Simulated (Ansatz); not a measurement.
**CH₄Cl₂Si: one species, many methods**

How much do the methods differ for CH₄Cl₂Si? The plan is to run it at one geometry with functionals of several rungs and with coupled cluster, and see how far each lands from CCSD(T) at the basis-set limit for the atomisation energy.

Method: functionals in def2-TZVPP, the program's frozen cores in correlated methods; program: Ansatz 0.2.0, Gaussian basis.

The runs, in order: LDA (SPW92), PBE-D4, revPBE-D4, BLYP-D4, r2SCAN-D4, B97M-V, PBE0-D4, B3LYP-D4, r2SCANh-D4, r2SCAN0-D4, HSE06-D4, BHLYP-D4, CAM-B3LYP-D4, LC-ωPBE, ωB97X-V, ωB97M-V, B2PLYP, PBE-QIDH; CCSD(T)/def2-SVP; CCSD(T)/def2-TZVPP; CCSD(T)/def2-QZVPP; extrapolation to the limit; RPA on PBE.

### 1 The geometry

All runs share one geometry, relaxed beforehand with PBE0-D4 in a triple-zeta def2 set.

8 atoms, charge 0, spin multiplicity 1.

Atoms are counted from 1 here; the program's logs count them from 0.

Bond lengths: C1–Si2 1.847 Å, C1–H5 1.093 Å, C1–H6 1.093 Å, C1–H7 1.092 Å, Si2–Cl3 2.049 Å, Si2–Cl4 2.049 Å, Si2–H8 1.477 Å. Angles: Si2–C1–H5 110.1°, Si2–C1–H6 110.1°, Si2–C1–H7 110.4°, H5–C1–H6 108.8°, H5–C1–H7 108.7°, H6–C1–H7 108.7°, C1–Si2–Cl3 109.8°, C1–Si2–Cl4 109.8°, C1–Si2–H8 113.5°, Cl3–Si2–Cl4 108.8°, Cl3–Si2–H8 107.4°, Cl4–Si2–H8 107.4°.

### 2 LDA

This LDA is Slater exchange with PW92 correlation.

The input, in.yaml:

```yaml
crystal:
  periodic: [false, false, false]
  atoms:
    - {symbol: C, position_ang: [-0.168190, 1.000114, -0.142976]}
    - {symbol: Si, position_ang: [0.058122, -0.802729, 0.188931]}
    - {symbol: Cl, position_ang: [1.964678, -1.153608, 0.852681]}
    - {symbol: Cl, position_ang: [-0.248001, -1.870346, -1.533020]}
    - {symbol: H, position_ang: [-1.182569, 1.191419, -0.501005]}
    - {symbol: H, position_ang: [-0.003386, 1.573941, 0.772071]}
    - {symbol: H, position_ang: [0.539945, 1.340051, -0.901053]}
    - {symbol: H, position_ang: [-0.868499, -1.335942, 1.208573]}
basis:
  gaussian: {orbitals: def2-TZVPP}
hamiltonian: {xc: lda}
output: {orbitals: {seedname: orbitals}}
```

The run is started by

```bash
$ ansatz run in.yaml --threads 2 --pin off --events-out ev --progress --plain --max-ram 32768MiB --backend cpu
```

Further steps of the session: PBE-D4 (GGA); revPBE-D4 (GGA); BLYP-D4 (GGA); r2SCAN-D4 (meta-GGA); B97M-V (meta-GGA); PBE0-D4 (hybrid); B3LYP-D4 (hybrid); r2SCANh-D4 (hybrid); r2SCAN0-D4 (hybrid); HSE06-D4 (hybrid); BHLYP-D4 (hybrid); CAM-B3LYP-D4 (range-separated); LC-ωPBE (range-separated); ωB97X-V (range-separated); ωB97M-V (range-separated); B2PLYP (double hybrid); PBE-QIDH (double hybrid); CCSD(T) in def2-SVP; CCSD(T) in def2-TZVPP; CCSD(T) in def2-QZVPP; RPA on PBE orbitals.

Q: Predict the results of all the runs planned. Wanted: atomisation energy, CCSD(T)/CBS; farthest beyond LDA; mean size of error, GGA; mean size of error, meta-GGA; mean size of error, hybrid; mean size of error, range-separated; mean size of error, double hybrid; gap, smallest and largest; T1 diagnostic.

The runs gave:

| quantity | value |
| --- | --- |
| atomisation energy, CCSD(T)/CBS | 28.864 eV |
| functionals within 0.144 eV (0.5 %) | PBE-D4, r2SCAN-D4, PBE0-D4, r2SCANh-D4, HSE06-D4, ωB97X-V, ωB97M-V, PBE-QIDH |
| farthest beyond LDA | BHLYP-D4 (-0.731 eV) |
| mean size of error, GGA | 0.377 eV |
| mean size of error, meta-GGA | 0.126 eV |
| mean size of error, hybrid | 0.241 eV |
| mean size of error, range-separated | 0.170 eV |
| mean size of error, double hybrid | 0.336 eV |
| gap, smallest and largest | 6.90 eV (LDA (SPW92)), 14.44 eV (LC-ωPBE) |
| T1 diagnostic | 0.0086 |
| triples share of the correlation energy | 3.9 % |

**Reading.** The LDA atomisation energy is off by 3.361 eV (12 %): it overbinds. PBE-D4 is off by +0.099 eV. Double hybrids carry the basis error of their MP2 part in triple zeta, and no dispersion term here, so their miss is partly the set-up's. By mean error the best rung here is meta-GGA (0.126 eV) and the worst beyond LDA is GGA (0.377 eV). The gap between the best rungs is small, so their order is not settled. The reference freezes the cores and leaves out relativity and excitations past (T), so misses under about 0.144 eV can't be ranked. Hartree-Fock recovers 76 % of the binding; the rest is correlation. CCSD(T) in def2-SVP is off by -2.026 eV, worse than the median functional, from the basis alone. The gap grows from 6.9 to 14.4 eV across the functionals, mostly with the share of exact exchange.
